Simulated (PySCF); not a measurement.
# C2H8OSi (SMILES CC[SiH2]O): levels of theory compared

Wanted: a comparison of 5 runs (HF/STO-3G, B3LYP/6-31G*, PBE0/def2-SVP, r2SCAN/cc-pVDZ) of C2H8OSi. The job is set up through a Python script.

Program for the calculation: PySCF 2.14.0.

## 1. The molecule

C2H8OSi has 12 atoms, charge 0, and is taken as a singlet. As SMILES, `CC[SiH2]O`. The coordinates come from a PBE0-D4/def2-TZVP relaxation. This is one conformer, not always the lowest.

Bond lengths: C1–C2 1.526 Å, C2–Si3 1.868 Å, Si3–O4 1.653 Å, C1–H5 1.094 Å, C1–H6 1.093 Å, C1–H7 1.093 Å, C2–H8 1.096 Å, C2–H9 1.097 Å, Si3–H10 1.494 Å, Si3–H11 1.484 Å, O4–H12 0.957 Å. Some angles: C1–C2–Si3 113.6°, C2–Si3–O4 112.4°, C1–C2–H8 110.5°, C1–C2–H9 110.5°, Si3–C2–H8 108.4°, Si3–C2–H9 107.5°, C2–C1–H5 111.5°, C2–C1–H6 111.3°, C2–C1–H7 111.8°, C2–Si3–H10 108.7°.

## 2. Energy and gradient at HF/STO-3G (run 1)

File input.py:

```python
from pyscf import gto

mol = gto.M(
    atom='''
C     -2.762780    -0.595453    -0.246420
C     -0.364906    -1.124765     1.267250
Si     2.547540     0.261160    -0.167430
O      2.377275     3.368815    -0.433881
H     -2.616704    -1.325265    -2.174697
H     -3.135245     1.432979    -0.375489
H     -4.424605    -1.465105     0.617562
H     -0.551989    -0.398543     3.196850
H     -0.058770    -3.166803     1.449798
H      2.940036    -0.894785    -2.712702
H      4.782141    -0.236027     1.453388
H      1.413704     4.039479    -1.810169
''',
    max_memory=1860,
    unit='bohr',
    basis='sto-3g',
    verbose=4,
)

calc0 = mol.RHF()
calc0.conv_tol = 1e-10
calc0.kernel()
if not calc0.converged:
    calc0 = calc0.newton().run(calc0.mo_coeff, calc0.mo_occ)

e_final = calc0.e_tot
print('Final energy', e_final)
grad = calc0.nuc_grad_method().kernel()
calc0.analyze()
```

Launch:

```bash
$ OMP_NUM_THREADS=1 python input.py
```

The program printed:

```text
PySCF version 2.14.0

[... 80 lines left out ...]
One-electron Energy =                 -958.618061781029837
[... 6 lines left out ...]
MO #2   energy= -20.1671164429831  occ= 2
[... 4 lines left out ...]
MO #7   energy= -4.01299606801441  occ= 2
[... 4 lines left out ...]
MO #12  energy= -0.663828955190382 occ= 2
[... 4 lines left out ...]
MO #17  energy= -0.457203926063543 occ= 2
[... 4 lines left out ...]
MO #22  energy= 0.492260579325277  occ= 0
[... 4 lines left out ...]
MO #27  energy= 0.691540789867913  occ= 0
[... 4 lines left out ...]
MO #32  energy= 0.799988365270056  occ= 0
[... 47 lines left out ...]
Dipole moment(X, Y, Z, Debye): -0.70045, -0.69265, -0.75120
```

Run time: 2.1 s. Hardware: 1 thread of Intel Xeon at 2.70GHz, shared host; peak memory 0.12 GiB.

## 3. Energy and gradient at B3LYP/6-31G(d) (spherical functions) (run 2)

File run.py:

```python
# CC[SiH2]O
from pyscf import gto, dft

molecule = gto.M(
    atom=[
    ('C', (-1.462000, -0.315100, -0.130400)),
    ('C', (-0.193100, -0.595200, 0.670600)),
    ('Si', (1.348100, 0.138200, -0.088600)),
    ('O', (1.258000, 1.782700, -0.229600)),
    ('H', (-1.384700, -0.701300, -1.150800)),
    ('H', (-1.659100, 0.758300, -0.198700)),
    ('H', (-2.341400, -0.775300, 0.326800)),
    ('H', (-0.292100, -0.210900, 1.691700)),
    ('H', (-0.031100, -1.675800, 0.767200)),
    ('H', (1.555800, -0.473500, -1.435500)),
    ('H', (2.530600, -0.124900, 0.769100)),
    ('H', (0.748100, 2.137600, -0.957900)),
],
    verbose=4,
    max_memory=1860,
    basis='6-31g*',
    charge=0,
)

calc0 = dft.RKS(molecule)
calc0.xc = 'b3lyp'
calc0.grids.level = 5
calc0.conv_tol = 1e-10
calc0.kernel()
if not calc0.converged:
    calc0 = calc0.newton().run(calc0.mo_coeff, calc0.mo_occ)

e_final = calc0.e_tot
print('Final energy', e_final)
grad = calc0.nuc_grad_method().kernel()
calc0.analyze()
```

Launch:

```bash
$ OMP_NUM_THREADS=1 python run.py
```

The program printed:

```text
PySCF version 2.14.0

[... 96 lines left out ...]
Nuclear Repulsion Energy =             176.424078248697271
[... 11 lines left out ...]
MO #6   energy= -3.6417763392916   occ= 2
[... 9 lines left out ...]
MO #16  energy= -0.382579179962785 occ= 2
[... 9 lines left out ...]
MO #26  energy= 0.13129701434837   occ= 0
[... 9 lines left out ...]
MO #36  energy= 0.377328917404375  occ= 0
[... 9 lines left out ...]
MO #46  energy= 0.82107474807424   occ= 0
[... 9 lines left out ...]
MO #56  energy= 1.10634126966327   occ= 0
[... 9 lines left out ...]
MO #66  energy= 1.92516839718451   occ= 0
[... 9 lines left out ...]
MO #76  energy= 2.61773885641715   occ= 0
[... 91 lines left out ...]
Dipole moment(X, Y, Z, Debye): -1.44528, -0.37622, -0.78013
```

Wall time 35 s (1 thread of Intel Xeon at 2.70GHz, shared host); peak memory 0.78 GiB.

Runs 3 to 4 aren't shown in full; the table further down has their settings and results.

## 4. Energy and forces at r2SCAN/cc-pVDZ (run 5)

Changes to input.py since step 2:

```diff
@@ -1,2 +1,2 @@
-from pyscf import gto
+from pyscf import gto, dft
 
@@ -18,9 +18,13 @@
     max_memory=1860,
+    verbose=3,
     unit='bohr',
-    basis='sto-3g',
-    verbose=4,
+    basis='cc-pvdz',
+    charge=0,
+    spin=0,
 )
 
-calc0 = mol.RHF()
+calc0 = dft.RKS(mol)
+calc0.xc = 'r2scan'
 calc0.conv_tol = 1e-10
+calc0.grids.level = 5
 calc0.kernel()
@@ -29,4 +33,4 @@
 
-e_final = calc0.e_tot
-print('Final energy', e_final)
+e_tot = calc0.e_tot
+print('E(%s) = %.9f' % ('R2SCAN', e_tot))
 grad = calc0.nuc_grad_method().kernel()
```

Launch:

```bash
$ OMP_NUM_THREADS=1 python input.py
```

The program printed:

```text
converged SCF energy = -445.662861316052
[... 13 lines left out ...]
MO #4   energy= -10.0333921469328  occ= 2
[... 11 lines left out ...]
MO #16  energy= -0.352739072053926 occ= 2
[... 11 lines left out ...]
MO #28  energy= 0.123314281426775  occ= 0
[... 11 lines left out ...]
MO #40  energy= 0.464514710411288  occ= 0
[... 11 lines left out ...]
MO #52  energy= 0.756381607078912  occ= 0
[... 11 lines left out ...]
MO #64  energy= 1.32458426998863   occ= 0
[... 11 lines left out ...]
MO #76  energy= 1.70889875930447   occ= 0
[... 11 lines left out ...]
MO #88  energy= 2.19825666633401   occ= 0
[... 11 lines left out ...]
MO #100 energy= 3.70624534410116   occ= 0
[... 13 lines left out ...]
Dipole moment(X, Y, Z, Debye): -1.41879, -0.26192, -0.67970
```

It took 81 s on 1 thread of Intel Xeon at 2.70GHz, shared host; peak memory 1 GiB.

## 5. All runs side by side

| run | level | integration grid | Cartesian functions | energy (Eh) | dipole moment (D) | HOMO energy (eV) | LUMO energy (eV) | wall time |
| --- | --- | --- | --- | --- | --- | --- | --- | --- |
| 1 | HF/STO-3G | – | no | -438.936861 | 1.24 | -8.84 | 13.40 | 2.1 s |
| 2 | B3LYP/6-31G* (spherical functions) | 5 | no | -445.778243 | 1.68 | -7.57 | 0.77 | 35 s |
| 3 | B3LYP/6-31G* (Cartesian functions) | 5 | yes | -445.782738 | 1.69 | -7.58 | 0.72 | 38 s |
| 4 | PBE0/def2-SVP | 5 | no | -445.270832 | 1.63 | -7.94 | 1.00 | 44 s |
| 5 | r2SCAN/cc-pVDZ | 5 | no | -445.662861 | 1.59 | -6.76 | 0.57 | 81 s |

## 6. Outcome

| quantity | value |
| --- | --- |
| run 5: total energy | -445.66286 Eh |
| run 5: dipole moment | 1.59 D |
| run 5: HOMO energy | -6.76 eV |
| run 5: LUMO energy | 0.57 eV |
| run 5: HOMO–LUMO gap | 7.33 eV |
| run 5: largest force on an atom | 1.151 eV/Å |

In words: The dipole moment (its size) runs from 1.24 D (HF/STO-3G) to 1.69 D (B3LYP/6-31G*). The two ends differ in method and basis. The HOMO–LUMO gap runs from 7.33 eV (r2SCAN/cc-pVDZ) to 22.23 eV (HF/STO-3G). Totals of different functionals can't be ranked against each other. In run 1 the basis is minimal, so the values are rough. All runs together took 3.3 min, the longest 81 s.
